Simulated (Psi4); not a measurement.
# H4 (SMILES [H][H].[H][H]), run twice

Aim: the interaction energy of H4 at B97-3c/def2-mTZVP (density fitting, counterpoise nocp, fragments set).

The calculation is run with Psi4 1.11.

13 further runs of the same task are left out: 13 set aside as unsound or not needed.

## (1) The system as given

H4: 4 atoms, total charge 0, spin state singlet. SMILES: `[H][H].[H][H]`. Geometry: relaxed at GFN2-xTB.

Bond lengths: H1–H2 0.778 Å, H3–H4 0.778 Å.

## (2) First attempt

Input file input.inp:

```
memory 1600 mb

molecule geom {
  0 1
  H     -0.152030     0.840370    -0.958210
  H     -0.772470     1.055540    -1.376000
  --
  0 1
  H      0.117420    -0.810750     1.051040
  H      0.807090    -1.085150     1.283170
  symmetry c1
  no_reorient
  no_com
}

set {
  reference rks
  maxiter 4
}

energy_value, wavefunction = energy('b97-3c', bsse_type='nocp', return_wfn=True)
print_variables()
```

On the command line:

```console
$ psi4 -i input.inp -o input.out -n 1
```

input.out:

```text
Psi4 1.11 release

  //>>>>>>>>>>>>>>>>>>>>>>>>>>>>>>>>>>>//
  //   ManyBody Setup: N-Body Levels 2 //
  //<<<<<<<<<<<<<<<<<<<<<<<<<<<<<<<<<<<//

    Model chemistry "(auto)" (§A):          3
        Number of 1-body computations:      2 (nocp: 2, cp: 0, vmfc_compute: 0)
        Number of 2-body computations:      1 (nocp: 1, cp: 0, vmfc_compute: 0)

    -----------------------------------------------------------------------
                               Psi4 1.11 release

    h
    h
    h

    -----------------------------------------------------------------------

[... 164 lines left out ...]
                           Total Energy        Delta E     RMS |[F,P]|
[... 5 lines left out ...]
   @DF-RKS iter   4:    -1.17799446979398   -6.22566e-07   8.59044e-07 DIIS
[... 30 lines left out ...]
    One-Electron Energy =                  -2.4494220952472494
[... 4 lines left out ...]
    Total Energy =                         -1.1779944697939821
[... 198 lines left out ...]
                           Total Energy        Delta E     RMS |[F,P]|
[... 5 lines left out ...]
   @DF-RKS iter   4:    -1.17802436933500   -6.26019e-07   8.60581e-07 DIIS
[... 30 lines left out ...]
    One-Electron Energy =                  -2.4502095057663862
[... 4 lines left out ...]
    Total Energy =                         -1.1780243693349954
[... 1 line left out ...]
Computation Completed

Properties will be evaluated at   0.000000,   0.000000,   0.000000 [a0]

Properties computed using the SCF density matrix

 Multipole Moments:

 ------------------------------------------------------------------------------------
     Multipole            Electronic (a.u.)      Nuclear  (a.u.)        Total (a.u.)
 ------------------------------------------------------------------------------------

 L = 1.  Multiply by 2.5417464519 to convert [e a0] to [Debye]
 Dipole X            :         -1.7470707            1.7470707            0.0000000
 Dipole Y            :          3.5827318           -3.5827318           -0.0000000
 Dipole Z            :         -4.4110176            4.4110176            0.0000000
 Magnitude           :                                                    0.0000000

 ------------------------------------------------------------------------------------

	total time  =          0 seconds =       0.00 minutes

    Psi4 run time: 0:00:00.43
```

Wall time 4.8 s (1 thread of Intel Xeon at 2.60GHz (Ice Lake), shared host); peak memory 0.23 GiB.

## (3) What went wrong

The run stopped without converging.

The log says `psi4.driver.p4util.exceptions.SCFConvergenceError: Could not converge SCF`. The cause is that the iteration cap is too low for convergence. To mend it: iteration cap at its default in place of 4.

## (4) The mended input

Input file h4.inp:

```
memory 1600 MB

molecule m {
  0 1
  H     -0.152030     0.840370    -0.958210
  H     -0.772470     1.055540    -1.376000
  --
  0 1
  H      0.117420    -0.810750     1.051040
  H      0.807090    -1.085150     1.283170
  units angstrom
  symmetry c1
  no_reorient
  no_com
}

set reference rks

result = energy("b97-3c", bsse_type='nocp')
print_variables()
```

On the command line:

```console
$ psi4 h4.inp h4.out -n 1
```

h4.out:

```text
[...]
  Running in c1 symmetry.
[...]
  Nuclear repulsion =    0.679890887039842
[...]
  Multiplicity = 1
[...]
  Nalpha       = 1
  Nbeta        = 1
[...]
    Number of basis functions: 6
[...]
   @DF-RKS iter   1:    -1.17038249506271   -2.11958e-01   1.57271e-02 ADIIS/DIIS
[...]
   @DF-RKS iter   5:    -2.35606187208053   -3.13161e-07   3.89800e-07 DIIS
[...]
    Orbital Energies [Eh]
    ---------------------
    Doubly Occupied:
       1A     -0.386542     2A     -0.373562
    Virtual:
       3A      0.033273     4A      0.051929     5A      0.179100
       6A      0.246207     7A      0.407014     8A      0.469387
       9A      2.118019    10A      2.136469    11A      2.290913
      12A      2.321961
    Final Occupation by Irrep:
              A
    DOCC [     2 ]
[...]
  @DF-RKS Final Energy:    -2.35606187208053
   => Energetics <=
    Nuclear Repulsion Energy =              2.0397151428155791
    One-Electron Energy =                  -6.2558349444611165
    Two-Electron Energy =                   3.2525417546479671
    DFT Exchange-Correlation Energy =      -1.3872094039043426
    Empirical Dispersion Energy =          -0.0052744211786192
    VV10 Nonlocal Energy =                  0.0000000000000000
    Total Energy =                         -2.3560618720805317
[...]
 Multipole Moments:
 ------------------------------------------------------------------------------------
     Multipole            Electronic (a.u.)      Nuclear  (a.u.)        Total (a.u.)
 ------------------------------------------------------------------------------------
 L = 1.  Multiply by 2.5417464519 to convert [e a0] to [Debye]
 Dipole X            :          0.0002680            0.0000189            0.0002869
 Dipole Y            :         -0.0014280            0.0000189           -0.0014091
 Dipole Z            :          0.0020706            0.0000000            0.0020706
 Magnitude           :                                                    0.0025210
[...]
```

It took 4.8 s on 1 thread of Intel Xeon at 2.60GHz (Ice Lake), shared host; peak memory 0.23 GiB.

## (5) What came out

At B97-3c/def2-mTZVP (density fitting, counterpoise nocp, fragments set):

| quantity | value |
| --- | --- |
| interaction energy | -0.11 kJ/mol |
